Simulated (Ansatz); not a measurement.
# CH₆AlBr (built from SMILES C.[AlH2][Br]): search for a transition state

Wanted: the transition state of a four-centre ligand exchange (form Al1–C6, Br2–H5 and break Al1–Br2, H5–C6). The guess is relaxed with those distances held, a saddle search follows, and vibrations and two downhill relaxations check it.

Program: Ansatz 0.2.0, Gaussian basis. Level of theory: PBE0-D4, def2-SVP first, then def2-TZVP. These are calculated values, not measurements.

152 further runs of the same task are left out: 152 set aside as unsound or not needed.

## 1. The system as given

The guess: 9 atoms, charge 0, spin multiplicity 1.

Atoms are counted from 1 here; the program's logs count them from 0.

Bond lengths: Al1–Br2 2.512 Å, Al1–H3 1.551 Å, Al1–H4 1.549 Å, Al1–H5 1.846 Å, Al1–C6 2.044 Å, Br2–H5 1.495 Å, C6–H7 1.100 Å, C6–H8 1.105 Å, C6–H9 1.101 Å. Angles: Br2–Al1–H3 99.4°, Br2–Al1–H4 100.0°, Br2–Al1–H5 36.2°, Br2–Al1–C6 93.2°, H3–Al1–H4 118.3°, H3–Al1–H5 114.5°, H3–Al1–C6 117.5°, H4–Al1–H5 115.5°, H4–Al1–C6 119.1°, H5–Al1–C6 57.0°, Al1–Br2–H5 46.8°, Al1–H5–Br2 97.0°, Al1–C6–H7 124.3°, Al1–C6–H8 99.0°, Al1–C6–H9 116.5°, H7–C6–H8 103.8°, H7–C6–H9 106.3°, H8–C6–H9 103.9°.

Coordinates:

```
Al   -0.9895   -0.0603   -0.3166
Br   -0.2788   -2.4219    0.1604
H    -1.3011   -0.1890   -1.8302
H    -2.1783    0.0673    0.6690
H     0.4173   -1.1033    0.2660
C     0.8271    0.7158    0.2095
H     1.2892    0.5940    1.1998
H     0.5747    1.7905    0.1673
H     1.6395    0.6068   -0.5253
```

Distances that are to change: Al1–C6 2.04 Å, Br2–H5 1.49 Å, Al1–Br2 2.51 Å, H5–C6 1.87 Å.

## 2. Constrained relaxation of the guess

hold/in.yaml

```yaml
crystal:
  periodic: [false, false, false]
  atoms:
    - {symbol: Al, position_ang: [-0.989500, -0.060300, -0.316600]}
    - {symbol: Br, position_ang: [-0.278800, -2.421900, 0.160400]}
    - {symbol: H, position_ang: [-1.301100, -0.189000, -1.830200]}
    - {symbol: H, position_ang: [-2.178300, 0.067300, 0.669000]}
    - {symbol: H, position_ang: [0.417300, -1.103300, 0.266000]}
    - {symbol: C, position_ang: [0.827100, 0.715800, 0.209500]}
    - {symbol: H, position_ang: [1.289200, 0.594000, 1.199800]}
    - {symbol: H, position_ang: [0.574700, 1.790500, 0.167300]}
    - {symbol: H, position_ang: [1.639500, 0.606800, -0.525300]}
basis:
  gaussian: {orbitals: def2-SVP}
hamiltonian: {xc: pbe0, dispersion: d4}
relax: {f_tol: 0.04, max_steps: 150, escape_saddle: false, constraints: [{distance: [0, 5]}, {distance: [1, 4]}, {distance: [0, 1]}, {distance: [4, 5]}]}
```

Started as:

```
ansatz run in.yaml --threads 4 --pin off --events-out ev --progress --plain --max-ram 9574MiB
```

After this run come: A starting Hessian; Saddle search in the small basis; Saddle search in triple zeta; Vibrations at the point found; Relaxing after a step of 0.30 Å one way along the mode; Relaxing after a step of 0.30 Å the other way along the mode.

Before running it: what results should come out? Wanted: imaginary mode; barrier from the start side; barrier from the end side; energy of the step; pairs that change; zero-point energy at the saddle.

As calculated:

| quantity | value |
| --- | --- |
| imaginary mode | 384i cm⁻¹ |
| barrier from the start side | 177.0 kJ/mol |
| barrier from the end side | 16.4 kJ/mol |
| energy of the step | +160.6 kJ/mol |
| pairs that change | Al1–C6 formed, Br2–H5 formed, Al1–Br2 loosened, H5–C6 broken |
| zero-point energy at the saddle | 1.509 eV |

One imaginary mode, 384i cm⁻¹, makes this a first-order saddle. The two relaxations end on the structures that were planned. A bond meant to break is only loosened at the end: the products stay bound as an adduct. At PBE0-D4/def2-TZVP the electronic barrier is 177.0 kJ/mol, about 71 kT at 298 K, and the step runs 160.6 kJ/mol uphill.
